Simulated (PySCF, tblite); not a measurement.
# C₆H₁₀F₂GeO: geometry, infrared bands and NMR shifts

Aim: predict the infrared bands and NMR shifts of C₆H₁₀F₂GeO (`FC[C@@H]1C=C[C@@H]([CH2][GeH2][F])O1`).

The runs use tblite 0.8.0 and PySCF 2.14.0, with density-fitted response routines of our own; the level of theory stands in each step. All values are computed, except where a source is named. Atoms count from 0, in the outputs and in this text.

### 1 The molecule as given

20 atoms, charge 0, multiplicity 1; geometry from: force field or distance geometry start.

Bonds of the start (Å): F0–C1 1.39, C1–C2 1.52, C2–C3 1.49, C3–C4 1.31, C4–C5 1.47, C5–C6 1.54, C6–Ge7 1.96, Ge7–F8 1.75, C5–O9 1.42, O9–C2 1.40, C1–H10 1.11, C1–H11 1.12, C2–H12 1.12, C3–H13 1.08, C4–H14 1.08, C5–H15 1.12, C6–H16 1.11, C6–H17 1.10, Ge7–H18 1.55, Ge7–H19 1.55.

### 2 Geometry optimisation with GFN2-xTB

The job: settings as JSON, then the geometry in Å.

```
{"job": {"kind": "relax", "xc": "GFN2-xTB", "basis": "xTB"}, "charge": 0, "multiplicity": 1}
F     -2.149400     0.804000     2.607400
C     -2.449500     0.154300     1.415800
C     -1.470700     0.603900     0.337100
C     -1.766500    -0.073500    -0.956300
C     -0.704600    -0.740500    -1.318600
C      0.364800    -0.552600    -0.322500
C      1.604600     0.091700    -0.962500
Ge     3.055100     0.259000     0.346000
F      4.458600     0.963600    -0.432900
O     -0.153200     0.286700     0.701600
H     -3.493600     0.381000     1.130400
H     -2.354800    -0.948700     1.591200
H     -1.574200     1.707300     0.199500
H     -2.695100    -0.042800    -1.502600
H     -0.637100    -1.325300    -2.229000
H      0.632500    -1.538800     0.127200
H      1.966700    -0.537600    -1.796600
H      1.353900     1.093700    -1.348300
H      2.588400     1.163600     1.518100
H      3.419000    -1.148600     0.892000
```

Launch:

```sh
$ OMP_NUM_THREADS=1 python probes_run.py task.json out
```

The driver reads the jobs from task.json and runs them one after another.

**Question.** This job is followed by: GFN2-xTB harmonic vibrations, gas phase; GIAO PBE0/pcSseg-1 NMR shielding, non-relativistic, gas phase. What will the session give for the following? strongest single infrared mode (GFN2-xTB); zero-point energy (GFN2-xTB); ¹³C shifts against TMS (PBE0/pcSseg-1); ¹H shifts against TMS (PBE0/pcSseg-1); ¹⁹F shifts against CFCl3 (PBE0/pcSseg-1); ⁷³Ge shifts against GeMe4 (PBE0/pcSseg-1); ¹⁷O shifts against H2O (PBE0/pcSseg-1).

The runs gave:

| quantity | value |
| --- | --- |
| strongest single infrared mode (GFN2-xTB) | 2018 cm⁻¹, 461 km/mol |
| zero-point energy (GFN2-xTB) | 89.8 kcal/mol |
| ¹³C shifts against TMS (PBE0/pcSseg-1) | 143.1, 131.0, 93.6, 89.9, 87.5, 31.7 ppm |
| ¹H shifts against TMS (PBE0/pcSseg-1) | 6.03, 5.69, 5.68, 5.49, 5.48, 5.29, 4.56, 4.43, 2.18, 2.10 ppm |
| ¹⁹F shifts against CFCl3 (PBE0/pcSseg-1) | -236.9, -240.8 ppm |
| ⁷³Ge shifts against GeMe4 (PBE0/pcSseg-1) | -10 ppm |
| ¹⁷O shifts against H2O (PBE0/pcSseg-1) | 99.0 ppm |

In words: Over 163 steps the energy fell by 0.447 eV; of the close pairs, Ge7–H19 changed most, 1.553 to 1.497 Å. No mode is imaginary among the 54: a minimum at this level. The strongest single mode, at 2018 cm⁻¹, moves mainly H19. GFN2-xTB is a fitted tight-binding method: band positions and strengths are rough. Its intensities can rank the bands wrongly. Spin-orbit coupling is left out, which matters for shieldings and couplings at and beside the heavy atoms.
